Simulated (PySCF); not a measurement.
# C₇H₁₀OS: magnetic properties

Aim: compute the magnetic properties of C₇H₁₀OS (`C#C[C@@]1(C)CC[S@](=O)C1`).

Programs: PySCF 2.14.0, with routines of our own; each step states its level. All values are computed. Atoms count from 0.

## (1) The starting structure

19 atoms, charge 0, multiplicity 1; geometry from: GFN2-xTB.

## (2) Magnetic properties: GIAO PBE/pcSseg-1

Job settings and geometry (Å):

```
{"job": {"kind": "mag", "xc": "PBE", "basis": "pcSseg-1", "isotopologues": 0}, "charge": 0, "multiplicity": 1}
C     -0.039200     2.505862     1.175498
C     -0.249055     1.458117     0.637409
C     -0.507279     0.179453    -0.010909
C     -1.933876     0.178945    -0.568904
C      0.540361    -0.059647    -1.109152
C      1.857015    -0.270427    -0.393137
S      1.500957    -1.435008     1.010330
O      1.544583    -2.785657     0.445258
C     -0.299764    -0.953675     0.996394
H      0.139144     3.424873     1.648882
H     -2.652707     0.332977     0.232708
H     -2.148853    -0.769838    -1.055635
H     -2.052636     0.979588    -1.295691
H      0.275802    -0.961602    -1.665696
H      0.586478     0.781062    -1.803863
H      2.626081    -0.721856    -1.014155
H      2.223869     0.651635     0.054248
H     -0.834009    -1.855934     0.701988
H     -0.586714    -0.669618     2.006966
```

With the program's defaults for keys left out, this is: GIAO PBE/pcSseg-1 magnetisability, rotational g tensor and spin-rotation constants, non-relativistic, gas phase.

On the command line:

```bash
$ OMP_NUM_THREADS=1 python excited_run.py task.json out
```

This one command runs all jobs of the session in turn.

Log:

```text
coarse grid: 16512 points
cycle   1  E = -745.0437555591  dE =  1.317e+00  |g| = 1.120e+00  |ddm| = 4.314e+00
cycle   2  E = -742.5241341752  dE =  2.520e+00  |g| = 3.292e+00  |ddm| = 7.127e+00
cycle   3  E = -745.1620406490  dE = -2.638e+00  |g| = 7.308e-01  |ddm| = 6.925e+00
cycle   4  E = -745.2853475273  dE = -1.233e-01  |g| = 2.865e-01  |ddm| = 1.233e+00
cycle   5  E = -745.2907375823  dE = -5.390e-03  |g| = 2.428e-01  |ddm| = 4.637e-01
cycle   6  E = -745.3041275153  dE = -1.339e-02  |g| = 7.101e-02  |ddm| = 2.103e-01
cycle   7  E = -745.3052544228  dE = -1.127e-03  |g| = 2.163e-02  |ddm| = 7.093e-02
cycle   8  E = -745.3053660586  dE = -1.116e-04  |g| = 5.987e-03  |ddm| = 2.551e-02
cycle   9  E = -745.3053732537  dE = -7.195e-06  |g| = 1.702e-03  |ddm| = 7.881e-03
final grid: 155136 points
cycle  10  E = -745.3988394961  dE = -1.148e-05  |g| = 2.300e-02  |ddm| = 8.516e-02
cycle  11  E = -745.3981297384  dE =  7.098e-04  |g| = 6.092e-02  |ddm| = 9.930e-02
cycle  12  E = -745.3989383862  dE = -8.086e-04  |g| = 1.024e-02  |ddm| = 8.189e-02
cycle  13  E = -745.3989603739  dE = -2.199e-05  |g| = 1.880e-03  |ddm| = 9.438e-03
cycle  14  E = -745.3989610302  dE = -6.563e-07  |g| = 1.046e-03  |ddm| = 2.483e-03
cycle  15  E = -745.3989613005  dE = -2.703e-07  |g| = 2.312e-04  |ddm| = 1.144e-03
cycle  16  E = -745.3989613129  dE = -1.244e-08  |g| = 3.761e-05  |ddm| = 2.789e-04
cycle  17  E = -745.3989613133  dE = -3.261e-10  |g| = 1.358e-05  |ddm| = 6.555e-05
converged SCF energy = -745.3989613133

Magnetisability tensor (1e-30 J/T^2)
    -1440.01       14.12      -10.02
       14.12    -1604.39      -49.02
      -10.02      -49.02    -1392.50
isotropic -1478.97   principal values   -1615.95  -1441.96  -1378.99
isotropic susceptibility -89.065 1e-6 cm^3/mol

Inertial axes            a          b          c
rot. const./GHz      2.4167     1.0652     0.9692
chi total           -93.775    -90.211    -83.211
chi diamagnetic    -646.667  -1222.514  -1337.389
chi paramagnetic    552.892   1132.303   1254.178
quadrupole/D A      -13.460      7.485      5.976
g nuclear            0.6165     0.5538     0.5565
g electronic        -0.6277    -0.5666    -0.5711
g total             -0.0112    -0.0129    -0.0145

Spin-rotation constants (kHz, H = +C I.J)
atom  isotope        aa         bb         cc
  9     1H       -0.174     -0.034     -0.110
 10     1H       -0.207     -0.117      0.004
 11     1H       -0.169     -0.014     -0.113
 12     1H       -0.088     -0.117     -0.042
 13     1H       -0.204      0.004     -0.088
 14     1H       -0.110     -0.122     -0.022
 15     1H       -0.108     -0.140     -0.006
 16     1H       -0.208      0.022     -0.101
 17     1H       -0.240      0.034     -0.124
 18     1H       -0.238     -0.111      0.042
  0    13C*       0.534      0.171      0.304
  1    13C*       0.640      0.156      0.372
  2    13C*       0.430      0.227      0.169
  3    13C*       0.390      0.150      0.190
  4    13C*       0.487      0.223      0.154
  5    13C*       0.483      0.286      0.173
  6    33S*       1.100      0.455      0.440
  7    17O*      -0.675     -0.165      0.017
  8    13C*       0.467      0.239      0.305
* in the singly substituted isotopologue
```

It took 81 s on 1 thread of Arm Neoverse V1, shared host; peak memory 0.78 GiB.

From this job:

| quantity | value |
| --- | --- |
| magnetisability | -1479·10⁻³⁰ J/T² |
| molar susceptibility | -89.1·10⁻⁶ cm³/mol |
| rotational g (a, b, c) | -0.0112, -0.0129, -0.0145 |

Orbitals, density, ELF and potential are computed afterwards from the orbital file.

Frontier orbitals at PBE/pcSseg-1, with the share of their density that lies nearest to each atom:

| orbital | energy (eV) | lies on |
| --- | --- | --- |
| HOMO | -5.09 | O7 56 %; S6 24 % |
| LUMO | -0.30 | S6 20 %; C0, C1 about 16 % each; O7 7 % |

ELF in a plane through or near 5 of the atoms.

Values, 10 rows by 14 columns:
```
0.00 0.00 0.00 0.00 0.00 0.00 0.00 0.00 0.00 0.00 0.00 0.00 0.00 0.00
0.00 0.00 0.00 0.00 0.00 0.00 0.00 0.00 0.00 0.05 0.05 0.00 0.00 0.00
0.00 0.00 0.00 0.00 0.00 0.00 0.00 0.08 0.29 0.98 0.99 0.28 0.00 0.00
0.00 0.00 0.00 0.03 0.04 0.03 0.01 0.33 0.78 0.43 0.65 0.10 0.00 0.00
0.00 0.00 0.01 0.43 0.71 0.56 0.04 0.12 0.64 0.75 0.51 0.10 0.00 0.00
0.00 0.08 0.63 0.77 0.33 0.60 0.56 0.76 0.19 0.03 0.02 0.00 0.00 0.00
0.00 0.03 0.45 0.85 0.64 0.09 0.98 0.74 0.03 0.94 0.99 0.29 0.00 0.00
0.00 0.00 0.00 0.06 0.02 0.05 0.86 0.19 0.01 0.09 0.20 0.00 0.00 0.00
0.00 0.00 0.00 0.00 0.00 0.00 0.00 0.00 0.00 0.00 0.00 0.00 0.00 0.00
0.00 0.00 0.00 0.00 0.00 0.00 0.00 0.00 0.00 0.00 0.00 0.00 0.00 0.00
```
The map spans 11.1 Å across and 11.1 Å up, centred on the molecule. Atoms in the plane (x, y in Å): S6 (-2.0, 0.2), O7 (-2.9, -0.9), C8 (-0.3, -0.6), H9 (2.3, 3.0), H17 (-0.5, -1.7).

log10 of the density (e/Å³) in the same plane.

Ten even steps from ' ' (-4.0) to '@' (2.1):
```
                                                        
                                                        
                              ....::::::::....          
                          ....::----======--::..        
                ..........::::--==++++**++==--..        
            ..::::::::::::----==++******++==--::        
        ..::::--------------==++********++==--::..      
      ..::--====++++++==--====++********++==--::        
    ....--==++********++======++****++++==--::..        
    ::--====++**%%@@****++++++++++++====----::..        
  ..----++**######**************++======--::::..        
  ..--==++##@@##****++****##**++++========--::..        
    ::--==******++++==++****++++====++++++==::..        
    ..::--==++========++++++++==--========--::..        
        ..::----::::----====--------------::..          
                  ....::::::::::::::::......            
                                                        
                                                        
                                                        
                                                        
```
The map spans 11.1 Å across and 11.1 Å up, centred on the molecule. Atoms in the plane (x, y in Å): S6 (-2.0, 0.2), O7 (-2.9, -0.9), C8 (-0.3, -0.6), H9 (2.3, 3.0), H17 (-0.5, -1.7).

On the surface of density 0.002 e/bohr³ the electrostatic potential runs, from the 1st to the 99th percentile, from -1.97 V near O7 to 1.45 V near H9.

## (3) Magnetic properties: GIAO revPBE/6-31G*

The job, as its differences from that of step 2:

```diff
@@ -1,2 +1,2 @@
-{"job": {"kind": "mag", "xc": "PBE", "basis": "pcSseg-1", "isotopologues": 0}, "charge": 0, "multiplicity": 1}
+{"job": {"kind": "mag", "xc": "revPBE", "basis": "6-31G*", "scf": {"diis": false, "max_cycle": 73}}, "charge": 0, "multiplicity": 1}
 C     -0.039200     2.505862     1.175498
```

With the program's defaults for keys left out, this is: GIAO revPBE/6-31G* magnetisability, rotational g tensor and spin-rotation constants, non-relativistic, gas phase.

Log:

```text
final grid: 155136 points
cycle   1  E = -745.5972785201  dE =  1.325e+00  |g| = 1.074e+00  |ddm| = 4.601e+00
cycle   2  E = -742.9681173788  dE =  2.629e+00  |g| = 3.277e+00  |ddm| = 7.518e+00
cycle   3  E = -738.3379164239  dE =  4.630e+00  |g| = 5.298e+00  |ddm| = 9.408e+00
cycle   4  E = -720.1286670058  dE =  1.821e+01  |g| = 6.755e+00  |ddm| = 1.475e+01
cycle   5  E = -617.9427894878  dE =  1.022e+02  |g| = 1.313e+01  |ddm| = 2.893e+01
cycle   6  E = -624.3849708497  dE = -6.442e+00  |g| = 1.680e+01  |ddm| = 5.117e+01
cycle   7  E = -480.9577689044  dE =  1.434e+02  |g| = 1.264e+01  |ddm| = 6.559e+01
cycle   8  E = -305.5858194641  dE =  1.754e+02  |g| = 2.002e+01  |ddm| = 1.865e+02
cycle   9  E = -271.1639958313  dE =  3.442e+01  |g| = 8.265e+00  |ddm| = 2.118e+02
cycle  10  E = -260.9742430018  dE =  1.019e+01  |g| = 1.796e+01  |ddm| = 1.685e+02
[... 53 cycles left out ...]
cycle  64  E = -165.6742048453  dE =  1.088e+02  |g| = 1.924e+01  |ddm| = 1.307e+02
cycle  65  E = -274.5066290232  dE = -1.088e+02  |g| = 9.708e+00  |ddm| = 1.307e+02
cycle  66  E = -165.6742048453  dE =  1.088e+02  |g| = 1.924e+01  |ddm| = 1.307e+02
cycle  67  E = -274.5066290232  dE = -1.088e+02  |g| = 9.708e+00  |ddm| = 1.307e+02
cycle  68  E = -165.6742048453  dE =  1.088e+02  |g| = 1.924e+01  |ddm| = 1.307e+02
cycle  69  E = -274.5066290232  dE = -1.088e+02  |g| = 9.708e+00  |ddm| = 1.307e+02
cycle  70  E = -165.6742048453  dE =  1.088e+02  |g| = 1.924e+01  |ddm| = 1.307e+02
cycle  71  E = -274.5066290232  dE = -1.088e+02  |g| = 9.708e+00  |ddm| = 1.307e+02
cycle  72  E = -165.6742048453  dE =  1.088e+02  |g| = 1.924e+01  |ddm| = 1.307e+02
cycle  73  E = -274.5066290232  dE = -1.088e+02  |g| = 9.708e+00  |ddm| = 1.307e+02
SCF not converged, last energy = -274.5066290232
```

Wall time 2.6 min (1 thread of Arm Neoverse V1, shared host); peak memory 0.55 GiB.

Why it failed: The SCF swings between two densities 108.83 Eh apart: plain iteration without DIIS overshoots. Cure: turn DIIS on. Numbers printed on the way are no properties of the molecule.

## (4) Results

| quantity | value |
| --- | --- |
| magnetisability (step 2, GIAO PBE/pcSseg-1) | -1479·10⁻³⁰ J/T² |
| molar susceptibility (step 2, GIAO PBE/pcSseg-1) | -89.1·10⁻⁶ cm³/mol |
| rotational g (a, b, c) (step 2, GIAO PBE/pcSseg-1) | -0.0112, -0.0129, -0.0145 |
| surface potential, 1st and 99th percentile | -1.97 V and 1.45 V |
| runs | 1 failed, 0 ended on unsound input |

The values above hold for this geometry and these levels alone. Vibrational averaging and real surroundings are missing from these values.
